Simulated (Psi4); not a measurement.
**GaH2Cl (SMILES [H][Ga]([H])[Cl]) at 4 levels**

We compute a comparison of 4 runs (HF/6-31G**, PBE/6-31G**, OMP2/def2-SV(P), QCISD/6-31G*) of GaH2Cl. 

The results are computed with Psi4 1.11.

1 further run of the same task is left out (it didn't finish).

### 1 The molecule

GaH2Cl: 4 atoms, total charge 0, spin state singlet. SMILES: `[H][Ga]([H])[Cl]`. The shape comes from GFN2-xTB, which is rough for such elements, and wasn't checked as a minimum.

Bond lengths: Ga1–Cl4 2.069 Å, Ga1–H2 1.564 Å, Ga1–H3 1.564 Å. Angles: H2–Ga1–Cl4 121.1°, H3–Ga1–Cl4 121.1°, H2–Ga1–H3 117.7°.

### 2 Energy and gradient at HF/6-31G(d,p) (spherical functions) (run 1)

File run.py:

```python
import psi4

psi4.set_memory(1600000000)
psi4.set_num_threads(1)
psi4.set_output_file('run.log', False)

molecule = psi4.geometry("""
0 1
Ga
H 1 1.564225
H 1 1.564233 2 117.71545
Cl 1 2.068606 2 121.14169 3 -179.97609
symmetry c1
no_reorient
no_com
""")

psi4.set_options({
    'puream': True,
    'e_convergence': 1e-09,
    'd_convergence': 1e-08,
    'scf_type': 'pk',
})

result, w = psi4.gradient("scf/6-31G**", molecule=molecule, return_wfn=True)
psi4.oeprop(w, "DIPOLE", "QUADRUPOLE", "WIBERG_LOWDIN_INDICES")
print('gradient / Eh bohr^-1')
print(result.np.round(6))
print(f'energy = {w.energy():.10f} Eh')
```

Command:

```
python run.py
```

run.log:

```text
[...]
  Running in c1 symmetry.
[...]
  Nuclear repulsion =  161.654834559986483
[...]
  Multiplicity = 1
[...]
  Nalpha       = 25
  Nbeta        = 25
[...]
    Number of basis functions: 60
[...]
   @RHF iter   1: -2382.18663699684748   -2.76195e+00   4.27264e-02 DIIS/ADIIS
[...]
   @RHF iter  11: -2383.64806898417419   -8.18545e-12   5.87119e-09 DIIS
[...]
    Orbital Energies [Eh]
    ---------------------
    Doubly Occupied:
       1A   -378.872194     2A   -104.803427     3A    -48.249503
       4A    -42.581327     5A    -42.578162     6A    -42.577810
       7A    -10.545345     8A     -8.013303     9A     -8.011126
      10A     -8.010748    11A     -6.459522    12A     -4.554237
      13A     -4.549876    14A     -4.546743    15A     -1.249308
      16A     -1.241588    17A     -1.237294    18A     -1.237145
      19A     -1.236913    20A     -1.075622    21A     -0.616967
      22A     -0.490696    23A     -0.489462    24A     -0.470559
      25A     -0.420752
[...]
  @RHF Final Energy: -2383.64806898417419
   => Energetics <=
    Nuclear Repulsion Energy =            161.6548345599864831
    One-Electron Energy =               -3642.3665498477939764
    Two-Electron Energy =                1097.0636463036335044
    Total Energy =                      -2383.6480689841741878
[...]
  -Total Gradient:
     Atom            X                  Y                   Z
    ------   -----------------  -----------------  -----------------
       1        0.000006573731    -0.036510158335    -0.022059016902
       2       -0.000006775622     0.005812804210    -0.001612031007
       3       -0.000006775402     0.001278913840     0.005894943807
       4        0.000006977292     0.029418440191     0.017776104103
[...]
 Multipole Moments:
 ------------------------------------------------------------------------------------
     Multipole            Electronic (a.u.)      Nuclear  (a.u.)        Total (a.u.)
 ------------------------------------------------------------------------------------
 L = 1.  Multiply by 2.5417464519 to convert [e a0] to [Debye]
 Dipole X            :          0.0012019           -0.0006859            0.0005160
 Dipole Y            :          0.7826523           -0.2718562            0.5107961
 Dipole Z            :          0.4728860           -0.1642530            0.3086330
 Magnitude           :                                                    0.5967975
 L = 2.  Multiply by 1.3450342976 to convert [e a0^2] to [Debye ang]
 Quadrupole XX       :        -20.5516223            0.0000219          -20.5516004
 Quadrupole XY       :         -0.0543443            0.0536591           -0.0006852
[...]
```

Standard output:

```text
gradient / Eh bohr^-1
[[ 7.0000e-06 -3.6510e-02 -2.2059e-02]
 [-7.0000e-06  5.8130e-03 -1.6120e-03]
 [-7.0000e-06  1.2790e-03  5.8950e-03]
 [ 7.0000e-06  2.9418e-02  1.7776e-02]]
energy = -2383.6480689842 Eh
```

It took 5.7 s on 1 thread of AMD EPYC 7R43 (Zen 3), shared host; peak memory 0.22 GiB.

### 3 Energy and gradient at PBE/6-31G(d,p) (spherical functions) (run 2)

File job.py:

```python
import psi4

psi4.set_memory(1600000000)
psi4.set_num_threads(1)
psi4.set_output_file('run.log', False)

m = psi4.geometry("""
0 1
Ga     0.057870     0.096670    -0.000620
H      1.622030     0.103190     0.012100
H     -0.675260     1.478330    -0.019590
Cl    -1.004640    -1.678190     0.008110
symmetry c1
""")

options = {'basis': '6-31G**', 'puream': True, 'e_convergence': 1e-09, 'd_convergence': 1e-08, 'scf_type': 'pk', 'dft_radial_points': 99, 'dft_spherical_points': 590}
psi4.set_options(options)

result = psi4.gradient("pbe", molecule=m)
print('gradient / Eh bohr^-1')
print(result.np.round(6))
for k, v in sorted(psi4.core.scalar_variables().items()):
    print(f'{k:45s} {v:18.10f}')
```

Command:

```
python job.py
```

run.log:

```text
[...]
  Running in c1 symmetry.
[...]
  Nuclear repulsion =  161.654819516403620
[...]
  Multiplicity = 1
[...]
  Nalpha       = 25
  Nbeta        = 25
[...]
    Number of basis functions: 60
[...]
   @RKS iter   1: -2383.24258587956137   -8.30186e-01   5.18139e-02 DIIS/ADIIS
[...]
   @RKS iter  12: -2385.49902655741471   -3.63798e-12   1.19480e-09 DIIS
[...]
    Orbital Energies [Eh]
    ---------------------
    Doubly Occupied:
       1A   -370.962870     2A   -100.653957     3A    -45.392994
       4A    -40.241118     5A    -40.237312     6A    -40.236695
       7A     -9.170769     8A     -6.992363     9A     -6.987290
      10A     -6.985248    11A     -5.324036    12A     -3.655216
      13A     -3.646552    14A     -3.642922    15A     -0.790304
      16A     -0.766138    17A     -0.764987    18A     -0.762249
      19A     -0.761828    20A     -0.721611    21A     -0.430657
      22A     -0.324825    23A     -0.311025    24A     -0.299418
      25A     -0.259392
[...]
  @RKS Final Energy: -2385.49902655741471
   => Energetics <=
    Nuclear Repulsion Energy =            161.6548195164036201
    One-Electron Energy =               -3641.0407227010446150
    Two-Electron Energy =                1197.4003245190281177
    DFT Exchange-Correlation Energy =    -103.5134478918023007
    Empirical Dispersion Energy =           0.0000000000000000
    VV10 Nonlocal Energy =                  0.0000000000000000
    Total Energy =                      -2385.4990265574147088
[...]
 Multipole Moments:
 ------------------------------------------------------------------------------------
     Multipole            Electronic (a.u.)      Nuclear  (a.u.)        Total (a.u.)
 ------------------------------------------------------------------------------------
 L = 1.  Multiply by 2.5417464519 to convert [e a0] to [Debye]
 Dipole X            :          0.3988590           -0.1631391            0.2357198
 Dipole Y            :          0.6662790           -0.2725206            0.3937584
 Dipole Z            :         -0.0040391            0.0019131           -0.0021261
 Magnitude           :                                                    0.4589270
[...]
  -Total Gradient:
     Atom            X                  Y                   Z
    ------   -----------------  -----------------  -----------------
       1       -0.020298597457    -0.033910231632     0.000149344132
       2       -0.003034287778     0.005871950682    -0.000074569505
       3        0.006608416139     0.000101684861     0.000058430003
       4        0.016719431719     0.027928181284    -0.000133158174
[...]
```

The script printed:

```text
gradient / Eh bohr^-1
[[-2.0299e-02 -3.3910e-02  1.4900e-04]
 [-3.0340e-03  5.8720e-03 -7.5000e-05]
 [ 6.6080e-03  1.0200e-04  5.8000e-05]
 [ 1.6719e-02  2.7928e-02 -1.3300e-04]]
CURRENT ENERGY                                  -2385.4990265574
CURRENT REFERENCE ENERGY                        -2385.4990265574
DD SOLVATION ENERGY                                 0.0000000000
DFT FUNCTIONAL TOTAL ENERGY                     -2385.4990265574
DFT TOTAL ENERGY                                -2385.4990265574
DFT VV10 ENERGY                                     0.0000000000
DFT XC ENERGY                                    -103.5134478918
GRID ELECTRONS ALPHA                               24.9999999427
GRID ELECTRONS BETA                                24.9999999427
GRID ELECTRONS TOTAL                               49.9999998854
NUCLEAR REPULSION ENERGY                          161.6548195164
ONE-ELECTRON ENERGY                             -3641.0407227010
PCM POLARIZATION ENERGY                             0.0000000000
PE ENERGY                                           0.0000000000
SCF ITERATION ENERGY                            -2385.4990265574
SCF ITERATIONS                                     12.0000000000
SCF TOTAL ENERGY                                -2385.4990265574
TWO-ELECTRON ENERGY                              1197.4003245190
XC GRID RADIAL POINTS                              99.0000000000
XC GRID SPHERICAL POINTS                          590.0000000000
XC GRID TOTAL POINTS                           223643.0000000000
```

Wall time 14 s (1 thread of AMD EPYC 7R43 (Zen 3), shared host); peak memory 0.54 GiB.

Run 3 isn't shown in full; the table further down has it.

### 4 A single-point energy at QCISD/6-31G(d) (Cartesian functions) (run 4)

File input.json:

```json
{
 "schema_name": "qcschema_input",
 "schema_version": 1,
 "molecule": {
  "schema_name": "qcschema_molecule",
  "schema_version": 2,
  "symbols": ["Ga", "H", "H", "Cl"],
  "geometry": [0.10935845, 0.18267982, -0.00117163, 3.06519247, 0.19500084, 0.02286569, -1.27605646, 2.79363882, -0.03701973, -1.89849445, -3.17131949, 0.01532568],
  "molecular_charge": 0,
  "molecular_multiplicity": 1
 },
 "driver": "energy",
 "model": {
  "method": "qcisd",
  "basis": "6-31G*"
 },
 "keywords": {
  "scf_type": "pk",
  "freeze_core": true
 }
}
```

Command:

```
psi4 --qcschema input.json -n 1 --memory 1600MB
```

stdout:

```text
[...]
  Running in c1 symmetry.
[...]
  Nuclear repulsion =  161.654819634505344
[...]
  Multiplicity = 1
[...]
  Nalpha       = 25
  Nbeta        = 25
[...]
    Number of basis functions: 58
[...]
   @RHF iter   1: -2382.06909186104212   -2.63283e+00   4.72046e-02 DIIS/ADIIS
[...]
   @RHF iter  11: -2383.64838333978378   -1.04592e-11   9.07563e-09 DIIS
[...]
    Orbital Energies [Eh]
    ---------------------
    Doubly Occupied:
       1A   -378.874919     2A   -104.809783     3A    -48.249271
       4A    -42.582008     5A    -42.578688     6A    -42.578295
       7A    -10.546304     8A     -8.015086     9A     -8.012906
      10A     -8.012530    11A     -6.459121    12A     -4.553493
      13A     -4.549320    14A     -4.546392    15A     -1.248607
      16A     -1.240846    17A     -1.236829    18A     -1.236527
      19A     -1.236452    20A     -1.075663    21A     -0.617313
      22A     -0.491147    23A     -0.489762    24A     -0.470812
      25A     -0.421396
[...]
  @RHF Final Energy: -2383.64838333978378
   => Energetics <=
    Nuclear Repulsion Energy =            161.6548196345053441
    One-Electron Energy =               -3642.3394627217176094
    Two-Electron Energy =                1097.0362597474286304
    Total Energy =                      -2383.6483833397837770
[...]
 Multipole Moments:
 ------------------------------------------------------------------------------------
     Multipole            Electronic (a.u.)      Nuclear  (a.u.)        Total (a.u.)
 ------------------------------------------------------------------------------------
 L = 1.  Multiply by 2.5417464519 to convert [e a0] to [Debye]
 Dipole X            :          0.4663941           -0.1631391            0.3032550
 Dipole Y            :          0.7790940           -0.2725206            0.5065734
 Dipole Z            :         -0.0047116            0.0019131           -0.0027986
 Magnitude           :                                                    0.5904135
[...]
      * MP2 total energy:                  -2384.019968614303
[...]
      * MP3 total energy:                  -2384.011036722728
[...]
      * QCISD total energy:                -2384.027092480678
[...]
```

The result, in JSON:

```text
{
 "driver": "energy",
 "model": {
  "method": "qcisd",
  "basis": "6-31G*"
 },
 "success": true,
 "return_result": -2384.027092480678,
 "properties": {
  "calcinfo_nbasis": 58,
  "calcinfo_nmo": 58,
  "calcinfo_nalpha": 25,
  "calcinfo_nbeta": 25,
  "calcinfo_natom": 4,
  "nuclear_repulsion_energy": 161.65481963450534,
  "return_energy": -2384.027092480678,
  "scf_one_electron_energy": -3642.3394627217176,
  "scf_two_electron_energy": 1097.0362597474286,
  "scf_dipole_moment": [0.3032550054111389, 0.5065734429140956, -0.0027985837094956258],
  "scf_total_energy": -2383.648383339784,
  "scf_iterations": 11,
  "mp2_same_spin_correlation_energy": -0.11251058561215022,
  "mp2_opposite_spin_correlation_energy": -0.25907468890686525,
  "mp2_singles_energy": 0.0,
  "mp2_doubles_energy": -0.37158527451901546,
  "mp2_correlation_energy": -0.37158527451901546,
  "mp2_total_energy": -2384.019968614303
 }
}
```

Run time: 5.7 s. Hardware: 1 thread of AMD EPYC 7R43 (Zen 3), shared host; peak memory 0.25 GiB.

### 5 Overview of the runs

| run | level | integration grid | symmetry | energy (Eh) | HOMO energy (eV) | LUMO energy (eV) | HOMO–LUMO gap (eV) | wall time |
| --- | --- | --- | --- | --- | --- | --- | --- | --- |
| 1 | HF/6-31G** (spherical functions) | – | c1 | -2383.648069 | -11.45 | 0.97 | 12.42 | 5.7 s |
| 2 | PBE/6-31G** (spherical functions) | 99 radial × 590 angular | c1 | -2385.499027 | -7.06 | -2.52 | 4.54 | 14 s |
| 3 | OMP2/def2-SV(P) | – | auto | -2383.942756 | -11.40 | 1.21 | 12.61 | 13 s |
| 4 | QCISD/6-31G* (Cartesian functions) | – | auto | -2384.027092 | -11.47 | 0.97 | 12.44 | 5.7 s |

### 6 Outcome

| quantity | value |
| --- | --- |
| run 4: total energy | -2384.02709 Eh |
| run 4: HOMO energy (Hartree–Fock orbitals) | -11.47 eV |
| run 4: LUMO energy (Hartree–Fock orbitals) | 0.97 eV |
| run 4: HOMO–LUMO gap (Hartree–Fock orbitals) | 12.44 eV |
| run 4: correlation energy (14 core orbitals frozen) | -378.7 mEh |
| run 4: T1 diagnostic | 0.012 |

All runs together took 38 s, the longest 14 s.
